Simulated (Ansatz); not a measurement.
# ZnHF: small, medium and large basis sets

Aim: see how fast density functionals converge with the basis set for ZnHF.

Computed with Ansatz 0.2.0, Gaussian basis. Level: one geometry, several basis sets.

Plan: PBE0-D4/def2-SVP; ωB97M-V/def2-SVP; PBE0-D4/def2-QZVPP; ωB97M-V/def2-QZVPP; the functionals' def2-TZVPP values are taken from earlier runs.

### 1 The geometry

All runs share one geometry, relaxed beforehand with PBE0-D4 in a triple-zeta def2 set.

3 atoms, charge 0, spin multiplicity 1.

Atoms are counted from 1 here; the program's logs count them from 0.

Bond lengths: F1–Zn2 1.750 Å, Zn2–H3 1.507 Å. Angles: F1–Zn2–H3 180.0°.

### 2 PBE0-D4 in def2-SVP

File in.yaml:

```yaml
crystal:
  periodic: [false, false, false]
  atoms:
    - {symbol: F, position_ang: [-1.329663, 0.779491, -0.639285]}
    - {symbol: Zn, position_ang: [0.064504, -0.037826, 0.031011]}
    - {symbol: H, position_ang: [1.265159, -0.741666, 0.608273]}
basis:
  gaussian: {orbitals: def2-SVP}
hamiltonian: {xc: pbe0, dispersion: d4}
output: {orbitals: {seedname: orbitals}}
```

Started as:

```sh
$ ansatz run in.yaml --threads 2 --pin off --events-out ev --progress --plain --max-ram 32768MiB --backend cpu
```

Further steps of the session: ωB97M-V in def2-SVP; PBE0-D4 in def2-QZVPP; ωB97M-V in def2-QZVPP.

**Question.** What will the summary of the whole plan be? Wanted: PBE0-D4: double and triple zeta above quadruple; ωB97M-V: double and triple zeta above quadruple.

**Answer**, as computed:

| quantity | value |
| --- | --- |
| PBE0-D4: double and triple zeta above quadruple | 12.07, 1.39 eV |
| ωB97M-V: double and triple zeta above quadruple | 12.12, 1.34 eV |

In words: PBE0-D4 gains 10.68 eV from double to triple zeta, then 1.39 eV more. Total energies overstate the basis error of differences, where much of it tends to cancel. The LUMO of ωB97M-V is positive and keeps falling with the basis (1.35 to 0.58 eV): an unbound level that the basis holds in place.
